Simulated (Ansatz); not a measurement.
# InHCl (SMILES [Cl][InH]): UB3LYP/def2-TZVPP (core potential)

What is the electronic atomisation energy of InHCl at UB3LYP/def2-TZVPP (core potential)? 

The calculation is run with Ansatz 0.2.0.

38 further runs of the same task are left out: 38 set aside as unsound or not needed.

## 1. The system as given

The species is InHCl (3 atoms), meant as a doublet with charge 0. SMILES: `[Cl][InH]`. The shape is that of a PBE0-D4/def2-TZVP optimisation.

Bond lengths: Cl1–In2 2.365 Å, In2–H3 1.773 Å. Angles: Cl1–In2–H3 115.3°.

## 2. A single-point energy at UB3LYP/def2-TZVPP (core potential)

run.yaml reads:

```yaml
crystal:
  periodic: [false, false, false]
  atoms:
    - symbol: Cl
      position_ang: [-1.649800, 0.396800, -0.867400]
    - symbol: In
      position_ang: [0.409500, 0.542400, 0.286100]
    - symbol: H
      position_ang: [1.229400, -1.003900, 0.568100]
basis:
  gaussian:
    orbitals: def2-TZVPP
magnetization:
  spin_polarized: true
  initial_magnetization: 1
hamiltonian:
  xc: {name: B3LYP}
accuracy: high
output:
  orbitals: {seedname: orbitals}
```

On the command line:

```bash
$ ansatz run run.yaml --threads 1 --pin off --max-ram 3480MiB --events-out events.jsonl --progress --plain --runs-dir runs
```

The program printed:

```text
Warning: RAYON_NUM_THREADS=1 ignored (pool sized by the plan → 1); use --threads N
Functional definition: B3LYP
  name "B3LYP"
  parameter a0 = 0.2
  parameter ax = 0.72
  parameter ac = 0.81
  exchange = (1 - a0 - ax)*slater_x + ax*b88_x + a0*exact_x
  correlation = (1 - ac)*vwn_rpa_c + ac*lyp_c
1766 factors; integrals over basis functions are off by at most 3.3e-9 eV
mean field evaluation 1: about -17714.6320 eV, gradient 1.5e1 eV
mean field evaluation 2: about -17712.8084 eV, gradient 2.5e1 eV
mean field evaluation 4: about -17715.9934 eV, gradient 1.1e0 eV
mean field evaluation 8: about -17716.0235 eV, gradient 1.1e-1 eV
mean field evaluation 16: about -17716.0236 eV, gradient 5.2e-4 eV
mean field -17716.02358818 eV, -651.0518585137 hartree, gradient 6.0e-8 eV, S^2 0.755854; 0 other end points of the search recorded, 0 dependent functions left out
reference -17716.02362135 eV, -651.0518597324 hartree; 20, 19 occupied and 86, 87 virtual orbitals, 1766 factors
Total energy: -17716.02362135 eV, -651.0518597324 hartree
```

Run time: 12 s. Hardware: 1 thread of Arm Neoverse V2, shared host; peak memory 0.41 GiB.

## 3. The Cl atom at the same level

in.yaml reads:

```yaml
crystal:
  periodic: [false, false, false]
  atoms:
    - {symbol: Cl, position_ang: [0.000000, 0.000000, 0.000000]}
basis:
  gaussian:
    orbitals: def2-TZVPP
accuracy: high
hamiltonian:
  xc: {name: B3LYP}
magnetization:
  spin_polarized: true
  initial_magnetization: 1
```

Run the same way, it converges to -460.16701 Eh (log not shown).

## 4. The H atom

job.yaml reads:

```yaml
crystal:
  periodic: [false, false, false]
  atoms:
    - {symbol: H, position_ang: [0.000000, 0.000000, 0.000000]}
basis:
  gaussian:
    orbitals: def2-TZVPP
magnetization:
  spin_polarized: true
  initial_magnetization: 1
hamiltonian:
  xc: {name: B3LYP}
accuracy: high
```

Run the same way, it converges to -0.50215 Eh (log not shown).

## 5. The In atom

input.yaml reads:

```yaml
crystal:
  periodic: [false, false, false]
  atoms:
    - symbol: In
      position_ang: [0.000000, 0.000000, 0.000000]
basis:
  gaussian:
    orbitals: def2-TZVPP
magnetization:
  spin_polarized: true
  initial_magnetization: 1
hamiltonian:
  xc: {name: B3LYP}
accuracy: high
```

Run the same way, it converges to -190.18665 Eh (log not shown).

## 6. Summary of results

At UB3LYP/def2-TZVPP (core potential):

| quantity | value |
| --- | --- |
| molecule: total energy | -651.05186 Eh |
| molecule: HOMO energy (highest over α and β) | -6.13 eV |
| molecule: LUMO energy (lowest over α and β) | -3.83 eV |
| molecule: ⟨S²⟩ | 0.756 |
| Cl atom: total energy | -460.16701 Eh |
| Cl atom: ⟨S²⟩ | 0.753 |
| H atom: total energy | -0.50215 Eh |
| H atom: ⟨S²⟩ | 0.750 |
| In atom: total energy | -190.18665 Eh |
| In atom: ⟨S²⟩ | 0.752 |
| electronic atomisation energy | 5.335 eV |

In words: Taking the molecule apart into free atoms costs 5.33 eV (123 kcal/mol), before zero-point energy and without spin-orbit coupling.
